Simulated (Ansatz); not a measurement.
# C2H6SSi, SMILES C1[SiH2]CS1: harmonic frequencies at the relaxed geometry

Program: Ansatz 0.2.0, Python API.

Contents of `c2h6ssi.xyz`:
```text
10

C    -1.04560    0.36130   -0.60130
Si    0.07170   -0.97510   -0.08810
C     0.96430    0.47440    0.67790
S     0.42970    1.56000   -0.66860
H    -1.58310    0.24760   -1.59460
H    -1.83890    0.69400    0.13840
H     0.82250   -1.63920   -1.20350
H    -0.46330   -1.92150    0.88060
H     2.08840    0.38870    0.75500
H     0.63750    0.75830    1.70710
```

At the Python prompt:
```pycon
>>> import ansatz as az
>>> from ase import Atoms
>>> from ase.thermochemistry import IdealGasThermo
>>> import numpy as np
>>> c2h6ssi = az.Crystal.molecule_from_extxyz('c2h6ssi.xyz')
>>> model = c2h6ssi.calculation().basis(gaussian='6-31G*').functional('r2scan')
>>> symbols = [site.symbol for site in c2h6ssi.cartesian_sites]
>>> start = np.array([site.position_ang for site in c2h6ssi.cartesian_sites], dtype=float)
>>> summary = model.relax(force_tolerance=0.003, max_steps=100).run().report

>>> end = np.array(summary['positions_ang'])
>>> print('bond        before    after (A)')
bond        before    after (A)
>>> for i, j in [(0, 1), (0, 3), (0, 4), (0, 5), (1, 2), (1, 6), (1, 7), (2, 3), (2, 8), (2, 9)]:
...     d0, d1 = (np.linalg.norm(xyz[i] - xyz[j]) for xyz in (start, end))
...     print(f'{symbols[i]}{i}-{symbols[j]}{j}'.ljust(10), f'{d0:8.4f} {d1:8.4f}')
...
C0-Si1       1.8160   1.8943
C0-S3        1.9021   1.8571
C0-H4        1.1351   1.0942
C0-H5        1.1345   1.0958
Si1-C2       1.8667   1.8942
Si1-H6       1.4996   1.4888
Si1-H7       1.4561   1.4941
C2-S3        1.8104   1.8572
C2-H8        1.1300   1.0942
C2-H9        1.1165   1.0958
>>> for i, j, k in [(1, 0, 3), (1, 0, 4), (1, 0, 5), (3, 0, 4), (3, 0, 5), (4, 0, 5), (0, 1, 2), (0, 1, 6)]:
...     u, v = end[i] - end[j], end[k] - end[j]
...     print(f'angle {symbols[i]}{i}-{symbols[j]}{j}-{symbols[k]}{k}: {np.degrees(np.arccos(np.clip(u @ v / np.linalg.norm(u) / np.linalg.norm(v), -1, 1))):.2f} deg')
...
angle Si1-C0-S3: 89.28 deg
angle Si1-C0-H4: 117.30 deg
angle Si1-C0-H5: 116.42 deg
angle S3-C0-H4: 111.80 deg
angle S3-C0-H5: 111.35 deg
angle H4-C0-H5: 109.24 deg
angle C0-Si1-C2: 87.64 deg
angle C0-Si1-H6: 111.77 deg
>>> # frequencies need a stationary point, so they are taken at the relaxed geometry
>>> minimum = az.Crystal.molecule()
>>> for symbol, xyz in zip(symbols, end):
...     minimum = minimum.atom(symbol, xyz.tolist())
...
>>> vibrating = (
...     minimum.calculation()
...     .basis(gaussian='6-31G*')
...     .functional('r2scan')
...     .phonons(temperatures=(200, 600, 100))
... )
>>> vib = vibrating.run().report['vibrations']
>>> sums = vib['harmonic_sums']
>>> modes = [m['omega_inv_cm'] for m in sums['modes_at_gamma'] if m['rigid_motion'] == 'no']
>>> print('frequencies (1/cm):', ' '.join(f'{w:.0f}' for w in modes))
frequencies (1/cm): 86 380 499 571 652 665 686 755 802 844 851 954 1042 1047 1121 1135 1468 1483 2218 2253 3077 3077 3142 3143
>>> print('imaginary modes:', sum(w < 0 for w in modes), ' zero-point energy:', round(sums['zero_point_energy_ev'], 4), 'eV')
imaginary modes: 0  zero-point energy: 1.9806 eV
>>> # rigid rotor and ideal gas, symmetry number taken as one
>>> gas = IdealGasThermo(vib_energies=[w / 8065.544 for w in modes if w > 0], geometry='linear' if len(modes) == 3 * len(symbols) - 5 else 'nonlinear',
...                      atoms=Atoms(symbols, positions=end), symmetrynumber=1, spin=0.0)
>>> print(f'H(298 K) - E = {gas.get_enthalpy(298.15, verbose=False):.4f} eV')
H(298 K) - E = 2.1469 eV
>>> print(f'S(298 K, 1 bar) = {96485.33 * gas.get_entropy(298.15, 1e5, verbose=False):.1f} J/(mol K) with symmetry number 1')
S(298 K, 1 bar) = 306.4 J/(mol K) with symmetry number 1
```

Notes:
- The frequencies are harmonic and unscaled, in a modest basis. The result belongs to the one conformer reached from this start, and soft torsions count as harmonic oscillators.
- The entropy takes a symmetry number of 1; a symmetric molecule's is lower by R ln(sigma).
- Timing: 4 min on 1 thread of Arm Neoverse V2, with other jobs on the host, peak memory 0.27 GiB.

(Lines on the test bed's own set-up are left out of the output.)
